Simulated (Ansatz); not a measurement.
**CH5OSn+ (SMILES [CH2+][O][SnH3]): single points off equilibrium**

One table from this session's results is given with a row withheld; the runs are named, their logs left out.

Computed with Ansatz 0.2.0, Gaussian basis. Level: single points in def2-TZVPP.

Cores are frozen in the correlated methods. Filled d shells of the heavier atoms are correlated. Core potentials replace the inner electrons past krypton, and spin-orbit coupling is left out.

### The system as given

SMILES `[CH2+][O][SnH3]`, 8 atoms, charge 1, spin multiplicity 1.

Atoms are counted from 1 here; the program's logs count them from 0.

Bond lengths: C1–O2 1.187 Å, C1–H4 1.088 Å, C1–H5 1.075 Å, O2–Sn3 2.389 Å, Sn3–H6 1.703 Å, Sn3–H7 1.746 Å, Sn3–H8 1.596 Å. Angles: O2–C1–H4 117.5°, O2–C1–H5 121.4°, H4–C1–H5 120.2°, C1–O2–Sn3 145.6°, O2–Sn3–H6 90.1°, O2–Sn3–H7 94.4°, O2–Sn3–H8 87.1°, H6–Sn3–H7 118.2°, H6–Sn3–H8 122.5°, H7–Sn3–H8 119.3°.

Geometry (Å):

```xyz
8
charge 1, multiplicity 1
C    -0.2978    0.8624   -1.4301
O    -0.5764    0.2428   -0.4566
Sn    0.2729   -0.8979    1.4631
H    -1.1163    1.2082   -2.0573
H     0.7008    1.2236   -1.5967
H    -0.6741    0.0927    2.4738
H     1.9312   -0.4351    1.1708
H    -0.2886   -2.2425    0.8108
```

Set-up of the first run:

run/in.yaml reads:

```yaml
crystal:
  periodic: [false, false, false]
  atoms:
    - {symbol: C, position_ang: [-0.297800, 0.862400, -1.430100]}
    - {symbol: O, position_ang: [-0.576400, 0.242800, -0.456600]}
    - {symbol: Sn, position_ang: [0.272900, -0.897900, 1.463100]}
    - {symbol: H, position_ang: [-1.116300, 1.208200, -2.057300]}
    - {symbol: H, position_ang: [0.700800, 1.223600, -1.596700]}
    - {symbol: H, position_ang: [-0.674100, 0.092700, 2.473800]}
    - {symbol: H, position_ang: [1.931200, -0.435100, 1.170800]}
    - {symbol: H, position_ang: [-0.288600, -2.242500, 0.810800]}
basis:
  gaussian: {orbitals: def2-TZVPP}
total_charge: 1
correlation: {method: ccsd_t}
output: {forces: true}
```

No record of the launch command was kept for these runs.

Steps of the session up to this table: CCSD(T)/def2-TZVPP; PBE0-D4/def2-TZVPP; wB97M-V/def2-TZVPP; r2SCAN-D4/def2-TZVPP; PBE-D4/def2-TZVPP; B97M-V/def2-TZVPP; revPBE-D4/def2-TZVPP.

One of the session's tables, all rows but one given; the rest of the session is left out.

```
   method  RMS force component (eV/Å)  angle to CCSD(T) forces (°)
  CCSD(T)                       1.234                    reference
  PBE0-D4                       1.023                         10.9
  wB97M-V                       1.071                          6.9
r2SCAN-D4                       1.099                          7.0
   PBE-D4                       1.204                          9.2
   B97M-V                       1.007                         11.0
revPBE-D4                           ?                            ?
```

Q: Estimate the row for revPBE-D4 from the others.

The run gave: RMS force component (eV/Å): 1.241; angle to CCSD(T) forces (°): 9.8. In the column «RMS force component (eV/Å)» it is the highest.
